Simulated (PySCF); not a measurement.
# C2H6SeSi2: the cost of one run

Programs: PySCF 2.14.0, with density-fitted response routines of our own. Each step states its level of theory. These are calculated values for one molecule in the gas phase, unless marked as measured. Atoms count from 0, in the outputs and in this text.

**1. The starting structure**

11 atoms, charge 0, multiplicity 1; geometry from: GFN2-xTB. The atoms were then displaced at random by about 0.01 Å, so the start is not that level's minimum.

Bonds of the start (Å): C0–C1 1.23, C1–Si2 1.85, Si2–Se3 2.26, Se3–Si4 2.30, C0–H5 1.02, Si2–H6 1.46, Si2–H7 1.49, Si4–H8 1.44, Si4–H9 1.46, Si4–H10 1.48.

**2. Geometry optimisation at PBE0-D3(BJ)/def2-SVP**

The job: settings as JSON, then the geometry in Å.

```
{"job": {"xc": "PBE0", "basis": "def2-SVP", "d3": "d3bj", "grid": 1, "shake": 0.01, "kind": "geom"}, "charge": 0, "multiplicity": 1}
C      1.916070    -1.942360     0.384630
C      1.660110    -0.744510     0.283400
Si     1.238140     1.045590     0.046020
Se    -0.527900     1.226130    -1.355060
Si    -2.171370     0.130980    -0.172850
H      2.103870    -2.939100     0.470020
H      0.904990     1.625720     1.347870
H      2.347400     1.745270    -0.651950
H     -3.343620     0.201200    -0.999830
H     -1.712160    -1.226090     0.098950
H     -2.377420     0.851350     1.102980
```

Launch:

```bash
$ OMP_NUM_THREADS=1 python probes_run.py task.json out
```

The driver reads the jobs from task.json and runs them one after another.

Q: Estimate the wall time and peak memory of this first job on 1 thread of Arm Neoverse N1, shared host.

About 2.4 min, with a peak of 0.53 GiB.
